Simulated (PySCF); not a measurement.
# C4H6FN3O2: the cost of one run

Computed with PySCF 2.14.0 and routines of our own; the level stands in each step. Atoms count from 0.

## (1) The system as given

16 atoms, charge 0, multiplicity 1; geometry from: GFN2-xTB.

## (2) Magnetic properties: GIAO BHandHLYP/pcSseg-1

The job: settings as JSON, then the geometry in Å.

```
{"job": {"kind": "mag", "xc": "BHandHLYP", "basis": "pcSseg-1", "isotopologues": 0}, "charge": 0, "multiplicity": 1}
C      2.624808    -1.745315     0.957356
O      1.325110    -1.734788     0.393317
C      0.709933    -0.567632     0.445329
N      1.207738     0.526695     0.978103
N      0.219095     1.441057     0.794831
C     -0.806635     0.839141     0.169501
O     -1.937782     1.509831    -0.095716
C     -2.835559     0.861079    -0.933907
F     -2.520635     1.116812    -2.235933
N     -0.540649    -0.420321    -0.067258
H      2.989298    -2.764272     0.847522
H      3.277705    -1.045911     0.430355
H      2.589218    -1.461679     2.011783
H      0.322332     2.390892     1.109100
H     -3.826346     1.290652    -0.748921
H     -2.805229    -0.227296    -0.799388
```

With the program's defaults for keys left out, this is: GIAO BHandHLYP/pcSseg-1 magnetisability, rotational g tensor and spin-rotation constants, non-relativistic, gas phase.

The run is started by

```sh
$ OMP_NUM_THREADS=1 python excited_run.py task.json out
```

The driver reads the jobs from task.json and runs them one after another.

**Question.** How long does this first job take on 1 thread of Arm Neoverse V2, shared host, and how much memory does it need?

About 40 s, with a peak of 0.97 GiB.
